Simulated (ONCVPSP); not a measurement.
# F: generating and testing an ONCV potential

Do these settings give a usable potential? It is generated, then checked for transferability, scattering, ghosts and hardness.

Program: ONCVPSP 4.0.1.1 (patched build). Reference atom: PBE, scalar-relativistic, spherical and spin-unpolarised. All values are calculated.

## 1. Starting point

The settings as typed:

| Item | Value |
| --- | --- |
| element | fluorine (F, Z = 9) |
| type | optimised norm-conserving Vanderbilt (ONCV) |
| frozen core | [He] |
| valence charge | 7 |
| reference configuration | 2s2 2p5 |
| partial waves | 2s: rc 0.60 bohr, ncon 5, nbas 8, qcut 10 1/bohr, 1 projector; 2p: rc 1.05 bohr, ncon 5, nbas 9, qcut 13.1 1/bohr, 2 projectors, debl 0.4 Ha; d scattering state at 0.05 Ha: rc 0.85 bohr, ncon 4, nbas 7, qcut 10.2 1/bohr, 2 projectors, debl 1.7 Ha |
| local potential | polynomial inside 0.55 bohr (lpopt 5, dvloc0 6 Ha) |
| core correction | Teter function fitted to the true core (icmod 2), fcfact 0.3 |

The nodes and maxima of the atom's own shells, from an earlier all-electron run, set the scale for the radii.

All-electron outer shells of the reference configuration (PBE, scalar-relativistic, ld1.x):

```json
{"shell": "1s", "level (eV)": "-663.37", "outermost node (bohr)": "–", "outermost maximum (bohr)": "0.11"}
{"shell": "2s", "level (eV)": "-29.90", "outermost node (bohr)": "0.24", "outermost maximum (bohr)": "0.76"}
{"shell": "2p", "level (eV)": "-11.11", "outermost node (bohr)": "–", "outermost maximum (bohr)": "0.71"}
```

## 2. Generation

File F.dat:

```
# ATOM AND REFERENCE CONFIGURATION
# atsym  z   nc   nv     iexc    psfile
  F 9.00    1    2        4      upf
#
#   n    l    f
    1    0    2.00
    2    0    2.00
    2    1    5.00
#
# PSEUDOPOTENTIAL AND OPTIMIZATION
# lmax
    2
#
#   l,   rc,      ep,       ncon, nbas, qcut
    0    0.60    0.00    5    8   10.00
    1    1.05    0.00    5    9   13.10
    2    0.85    0.05    4    7   10.20
#
# LOCAL POTENTIAL
# lloc, lpopt,  rc(5),   dvloc0
    4    5    0.55    6.00
#
# VANDERBILT-KLEINMAN-BYLANDER PROJECTORs
# l, nproj, debl
    0    1    3.80
    1    2    0.40
    2    2    1.70
#
# MODEL CORE CHARGE
# icmod, fcfact, rcfact
    2    0.30    1.00
#
# LOG DERIVATIVE ANALYSIS
# epsh1, epsh2, depsh
   -3.00    5.00    0.02
#
# OUTPUT GRID
# rlmax, drl
    6.00    0.01
#
# TEST CONFIGURATIONS
# ncnf
    4
# nvcnf
#   n    l    f
    2
    2    0    2.00
    2    1    4.00
#
    2
    2    0    2.00
    2    1    3.00
#
    2
    2    0    2.00
    2    1    2.00
#
    2
    2    0    2.00
    2    1    1.00
#
```

The run is started by

```sh
$ oncvpsp.x < F.dat > F.out
```

Before running it: what results should come out? Wanted: cutoffs for 1 and 0.1 mHa per electron, occupied waves; bound ghosts; GHOST(+) flags; largest test error; largest phase difference near zero energy, channels read; rms error of d²Exc/dn², without and with the model core; projector energies reset by the program.

The runs gave:

```
                                                quantity                  value
  cutoffs for 1 and 0.1 mHa per electron, occupied waves      313 Ha and 439 Ha
                                            bound ghosts             none found
                                          GHOST(+) flags     none at low energy
                            largest test error (AE − PS)  +620 meV, for 2s2 2p1
largest phase difference near zero energy, channels read              0.003 rad
 rms error of d²Exc/dn², without and with the model core      1.76 and 1.56 mHa
                 projector energies reset by the program    p: -0.408, 0.250 Ha
```

In words: By total energies transferability is poor: the largest error is 620 meV on 204.2 eV, for 2s2 2p1. That test lies far up in energy; among those under 40 eV, nearer to bonding, the largest error is 4.0 meV. It counts as very hard, with 313 Ha needed at the looser tolerance. At the looser tolerance the 2s wave is the slowest; 2p needs 62 Ha. It is free of bound ghosts as far as tested. Near zero energy the phases of the channels with partial waves agree within 0.003 rad.
